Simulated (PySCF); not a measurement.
# B2H8Tl (Tl(BH4)2+): the cost of one run

Method: several levels, as the steps say, no spin–orbit coupling; program: PySCF 2.14.0.

1 further run of the same task is left out (for a known fault of the program).

## (1) Starting geometry

11 atoms, charge 1, spin multiplicity 1.

Bond lengths: Tl1–B2 2.248 Å, Tl1–B7 2.248 Å, B2–H3 1.345 Å, B2–H4 1.205 Å, B2–H5 1.346 Å, B2–H6 1.204 Å, B7–H8 1.345 Å, B7–H9 1.205 Å, B7–H10 1.346 Å, B7–H11 1.204 Å. Angles: B2–Tl1–B7 170.4°, Tl1–B2–H3 125.6°, Tl1–B2–H4 106.4°, Tl1–B2–H5 87.0°, Tl1–B2–H6 107.2°, H3–B2–H4 96.6°, H3–B2–H5 38.6°, H3–B2–H6 99.2°, H4–B2–H5 113.5°, H4–B2–H6 123.3°, H5–B2–H6 112.6°, Tl1–B7–H8 125.6°, Tl1–B7–H9 106.4°, Tl1–B7–H10 87.0°, Tl1–B7–H11 107.2°, H8–B7–H9 96.6°, H8–B7–H10 38.6°, H8–B7–H11 99.2° and more.

Coordinates:

```xyz
11
charge 1, multiplicity 1
Tl    0.0000    0.0000   -0.0129
B     2.2309    0.2049    0.1743
H     3.1429   -0.5640   -0.4479
H     2.5099   -0.1308    1.2979
H     2.3276   -0.7935   -0.7226
H     2.5315    1.2748   -0.2900
B    -2.2309   -0.2043    0.1750
H    -3.1429    0.5625   -0.4498
H    -2.5099    0.1353    1.2975
H    -2.3275    0.7910   -0.7253
H    -2.5315   -1.2758   -0.2857
```

Formal oxidation states: Tl +3. An earlier session relaxed this geometry at PBE0, Tl def2-SVP with ECP60, B def2-SVP, H def2-SVP (singlet, point group C2).

At PBE0 on the finer grid: E = -226.537931 Eh, HOMO -12.40 eV, LUMO -6.50 eV, Mulliken charge on Tl1 +0.58 e, largest force component 0.009 eV/Å. 

Levels to run: BP86; BLYP; PBE0, TZVP. Hardware: 2 threads of Arm Neoverse V2, shared host.

## (2) BP86

Input file run.py (the lines that set the calculation):

```python
mol = gto.M(atom='''
Tl     0.00000    -0.00002    -0.01287
B      2.23089     0.20491     0.17431
H      3.14292    -0.56402    -0.44787
H      2.50987    -0.13083     1.29795
H      2.32755    -0.79349    -0.72256
H      2.53146     1.27479    -0.28998
B     -2.23089    -0.20431     0.17499
H     -3.14292     0.56249    -0.44982
H     -2.50988     0.13526     1.29748
H     -2.32754     0.79102    -0.72528
H     -2.53146    -1.27577    -0.28565''',
    basis={'Tl': 'def2-SVP', 'B': 'def2-SVP', 'H': 'def2-SVP'},
    ecp={'Tl': 'def2-SVP'},
    charge=1, spin=0)
mf = dft.RKS(mol, xc='B88,P86')
mf.grids.atom_grid = (75, 302)
mf = mf.density_fit()  # fitting sets: Tl def2-universal-JKFIT, B def2-universal-JKFIT, H def2-universal-JKFIT
mf.conv_tol = 1e-08; mf.max_cycle = 55
mf.kernel(dm0)  # dm0: the density of the relaxed state
```

Run with:

```console
$ OMP_NUM_THREADS=2 python run.py
```

**Question.** How long does this run take on 2 threads of Arm Neoverse V2, shared host?

About 5 s.
